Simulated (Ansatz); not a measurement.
# C2H8SiTe: one species, many methods

The task here is to estimate one member of a computed series from the others.

The runs use Ansatz 0.2.0, Gaussian basis; functionals in def2-TZVPP, the program's frozen cores in correlated methods.

Levels to be run: PBE-D4, r2SCAN-D4, PBE0-D4, B3LYP-D4, ωB97X-V, ωB97M-V, B2PLYP; CCSD(T)/def2-TZVPP; MP2/def2-QZVPP; extrapolation to the limit.

## The relaxed structure

All runs share one geometry, relaxed beforehand with PBE0-D4 in a triple-zeta def2 set. Te takes the def2 core potential; no spin-orbit term is included.

SMILES `CC([SiH3])[TeH]`, 12 atoms, charge 0, spin multiplicity 1.

Atoms are counted from 1 here; the program's logs count them from 0.

Bond lengths: C1–C2 1.523 Å, C1–H5 1.094 Å, C1–H6 1.094 Å, C1–H7 1.094 Å, C2–Si3 1.876 Å, C2–Te4 2.167 Å, C2–H8 1.092 Å, Si3–H9 1.493 Å, Si3–H10 1.485 Å, Si3–H11 1.486 Å, Te4–H12 1.658 Å. Angles: C2–C1–H5 110.3°, C2–C1–H6 112.0°, C2–C1–H7 111.6°, H5–C1–H6 107.5°, H5–C1–H7 107.5°, H6–C1–H7 107.8°, C1–C2–Si3 112.9°, C1–C2–Te4 108.1°, C1–C2–H8 110.2°, Si3–C2–Te4 109.1°, Si3–C2–H8 110.5°, Te4–C2–H8 105.7°, C2–Si3–H9 109.7°, C2–Si3–H10 109.3°, C2–Si3–H11 110.7°, H9–Si3–H10 108.7°, H9–Si3–H11 108.6°, H10–Si3–H11 109.8° and more.

The first run:

Contents of in.yaml:

```yaml
crystal:
  periodic: [false, false, false]
  atoms:
    - {symbol: C, position_ang: [-0.481205, 1.481071, -0.195648]}
    - {symbol: C, position_ang: [-0.499359, 0.000545, 0.162375]}
    - {symbol: Si, position_ang: [1.214227, -0.698143, 0.469011]}
    - {symbol: Te, position_ang: [-1.421695, -1.076797, -1.475506]}
    - {symbol: H, position_ang: [-0.048697, 2.063959, 0.623154]}
    - {symbol: H, position_ang: [-1.486290, 1.870417, -0.380536]}
    - {symbol: H, position_ang: [0.121368, 1.671443, -1.088105]}
    - {symbol: H, position_ang: [-1.142510, -0.170845, 1.027689]}
    - {symbol: H, position_ang: [1.835406, -0.012835, 1.640819]}
    - {symbol: H, position_ang: [2.062954, -0.462320, -0.727108]}
    - {symbol: H, position_ang: [1.143205, -2.154445, 0.755619]}
    - {symbol: H, position_ang: [-1.220506, -2.567349, -0.777663]}
basis:
  gaussian: {orbitals: def2-TZVPP}
hamiltonian: {xc: pbe, dispersion: d4}
output: {forces: true, orbitals: {seedname: orbitals}}
```

Started as:

```console
$ ansatz run in.yaml --threads 4 --pin off --events-out ev --progress --plain --max-ram 10444MiB
```

Among the steps run: PBE-D4 (GGA); r2SCAN-D4 (meta-GGA); PBE0-D4 (hybrid); B3LYP-D4 (hybrid); ωB97X-V (range-separated); ωB97M-V (range-separated); B2PLYP (double hybrid); CCSD(T) in def2-TZVPP; MP2 in def2-QZVPP.

One of the session's tables, all rows but one given; the rest of the session is left out.

It belongs to the step «Atomisation energies». 

| method | atomisation energy (eV) |
| --- | --- |
| PBE-D4 | 41.157 |
| r2SCAN-D4 | 40.823 |
| PBE0-D4 | 40.797 |
| B3LYP-D4 | 40.887 |
| ωB97X-V | 41.014 |
| ωB97M-V | 40.833 |
| B2PLYP | 40.322 |
| HF/def2-TZVPP | 30.275 |
| MP2/def2-TZVPP | 40.055 |
| CCSD/def2-TZVPP | 39.494 |
| CCSD(T)/def2-TZVPP | 40.014 |
| MP2/CBS | 41.124 |
| CCSD(T)/CBS | ? |

Estimate the missing values for CCSD(T)/CBS.

**Answer.** atomisation energy (eV): 41.083. In the column «atomisation energy (eV)» it lies between ωB97X-V (41.014) and MP2/CBS (41.124).
